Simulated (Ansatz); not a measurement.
**NOF (nitrosyl fluoride): CCSDT(Q)/STO-3G**

What is the electronic atomisation energy of NOF (nitrosyl fluoride) at CCSDT(Q)/STO-3G? 

The results are computed with Ansatz 0.2.0.

66 further runs of the same task are left out: 15 that didn't finish, 51 set aside as unsound or not needed.

### Step 1. The molecule

The species is NOF (3 atoms), meant as a singlet with charge 0. SMILES: `O=NF`. Geometry: relaxed at GFN2-xTB.

Bond lengths: O1–N2 1.139 Å, N2–F3 1.492 Å. Angles: O1–N2–F3 111.3°.

### Step 2. The energy at CCSDT(Q)/STO-3G

job.yaml

```yaml
crystal:
  periodic: [false, false, false]
  atoms:
    - {symbol: O, position_ang: [0.881240, 0.243070, 0.511850]}
    - {symbol: "N", position_ang: [0.147270, -0.481640, 0.029090]}
    - {symbol: F, position_ang: [-1.028520, 0.238580, -0.540950]}
basis:
  gaussian:
    orbitals: STO-3G
magnetization:
  spin_polarized: false
correlation:
  method: ccsdt_q
  frozen_orbitals: {F: 1, "N": 1, O: 1}
accuracy: high
scf:
  omitted_lower_state_checks: [cluster_reference, increment]
```

Launch:

```console
$ ansatz run job.yaml --threads 1 --pin off --max-ram 2610MiB --events-out events.jsonl --progress --plain --runs-dir runs
```

What it wrote:

```text
Warning: RAYON_NUM_THREADS=1 ignored (pool sized by the plan → 1); use --threads N
[... 11 lines left out ...]
3 core orbitals not correlated: weight in the atoms' cores, before any rotation towards them, 1.000 or more for the frozen orbitals, at most 0.000 for the correlated occupied ones
[... 35 lines left out ...]
Total energy: -6141.32823729 eV, -225.6896499785 hartree
Checks for a lower state left out: cluster_reference, increment
```

It took 0.58 s on 1 thread of Arm Neoverse V1, shared host.

### Step 3. The F atom, same level

molecule.yaml

```yaml
crystal:
  periodic: [false, false, false]
  atoms:
    - {symbol: F, position_ang: [0.000000, 0.000000, 0.000000]}
basis:
  gaussian:
    orbitals: STO-3G
magnetization:
  spin_polarized: true
  initial_magnetization: 1
correlation:
  method: ccsdt_q
  frozen_orbitals: {F: 1}
accuracy: high
scf:
  omitted_lower_state_checks: [cluster_reference, increment]
```

Run the same way, it converges to -97.98651 Eh (log not shown).

### Step 4. The N atom, same level

in.yaml

```yaml
basis:
  gaussian:
    orbitals: STO-3G
crystal:
  periodic: [false, false, false]
  atoms:
    - {symbol: N, position_ang: [0.000000, 0.000000, 0.000000]}
magnetization:
  spin_polarized: true
  initial_magnetization: 3
correlation:
  method: ccsdt_q
  frozen_orbitals: {"N": 1}
accuracy: high
scf:
  omitted_lower_state_checks: [cluster_reference, increment]
```

Run the same way, it converges to -53.71901 Eh (log not shown).

### Step 5. The O atom, same level

input.yaml

```yaml
crystal:
  periodic: [false, false, false]
  atoms:
    - {symbol: O, position_ang: [0.000000, 0.000000, 0.000000]}
basis:
  gaussian: {orbitals: STO-3G}
magnetization: {spin_polarized: true, initial_magnetization: 2}
correlation: {method: ccsdt_q, frozen_orbitals: {O: 1}}
accuracy: high
scf: {omitted_lower_state_checks: [cluster_reference, increment]}
```

Run the same way, it converges to -73.80415 Eh (log not shown).

### Step 6. Results

Level: CCSDT(Q)/STO-3G, 3 core orbitals frozen.

```
                                             quantity          value
                               molecule: total energy  -225.68965 Eh
molecule: correlation energy (3 core orbitals frozen)     -187.6 mEh
                              molecule: T1 diagnostic          0.027
                                 F atom: total energy   -97.98651 Eh
   F atom: correlation energy (1 core orbital frozen)        0.0 mEh
            F atom: ⟨S²⟩ of the reference determinant          0.750
                                F atom: T1 diagnostic          0.000
                                 N atom: total energy   -53.71901 Eh
   N atom: correlation energy (1 core orbital frozen)        0.0 mEh
            N atom: ⟨S²⟩ of the reference determinant          3.750
                                N atom: T1 diagnostic          0.000
                                 O atom: total energy   -73.80415 Eh
   O atom: correlation energy (1 core orbital frozen)        0.0 mEh
            O atom: ⟨S²⟩ of the reference determinant          2.000
                                O atom: T1 diagnostic          0.000
                        electronic atomisation energy       4.898 eV
```

What this shows: Taking the molecule apart into free atoms costs 4.90 eV (473 kJ/mol), before zero-point energy and without spin-orbit coupling. In a minimal basis such a difference can be off by several eV, whatever the method. The T1 diagnostic (molecule) of 0.027 is above the customary mark for such species, so a single reference may not serve. The restricted solution (molecule) is unstable to spin breaking: an unrestricted one lies lower.
